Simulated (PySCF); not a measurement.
# C2H8O2Si: the cost of one run

The runs use PySCF 2.14.0, with density-fitted response routines of our own; the level of theory stands in each step. All values are computed, except where a source is named. Atoms are numbered from 0 throughout.

## 1. Starting geometry

13 atoms, charge 0, multiplicity 1; geometry from: PBE0-D3(BJ)/def2-SVP.

Bonds of the start (Å): C0–O1 1.40, O1–Si2 1.67, Si2–C3 1.86, Si2–O4 1.66, C0–H5 1.11, C0–H6 1.10, C0–H7 1.11, Si2–H8 1.50, C3–H9 1.10, C3–H10 1.10, C3–H11 1.10, O4–H12 0.96.

## 2. Ultraviolet spectrum: PBE0/def2-TZVP

Job settings and geometry (Å):

```
{"job": {"kind": "uv", "xc": "PBE0", "basis": "def2-TZVP"}, "charge": 0, "multiplicity": 1}
C      1.358923    -0.972389     0.336903
O      0.712291     0.174247     0.803123
Si    -0.357429     1.090162    -0.085970
C     -2.023569     0.286215    -0.237239
O     -0.582934     2.512434     0.730027
H      0.664449    -1.825862     0.222966
H      2.133676    -1.268941     1.061269
H      1.854443    -0.808605    -0.639184
H      0.268054     1.313591    -1.431035
H     -1.954271    -0.675219    -0.769858
H     -2.722599     0.931883    -0.790601
H     -2.445816     0.097926     0.761891
H      0.211625     2.993220     0.978613
```

Level: TDDFT PBE0/def2-TZVP, vertical, gas phase, core orbitals frozen in the response.

On the command line:

```bash
$ OMP_NUM_THREADS=1 python probes_run.py task.json out
```

The driver reads the jobs from task.json and runs them one after another.

**Question.** How long does this first job take on 1 thread of Arm Neoverse V1, shared host, and how much memory does it need?

About 29 s, with a peak of 0.89 GiB.
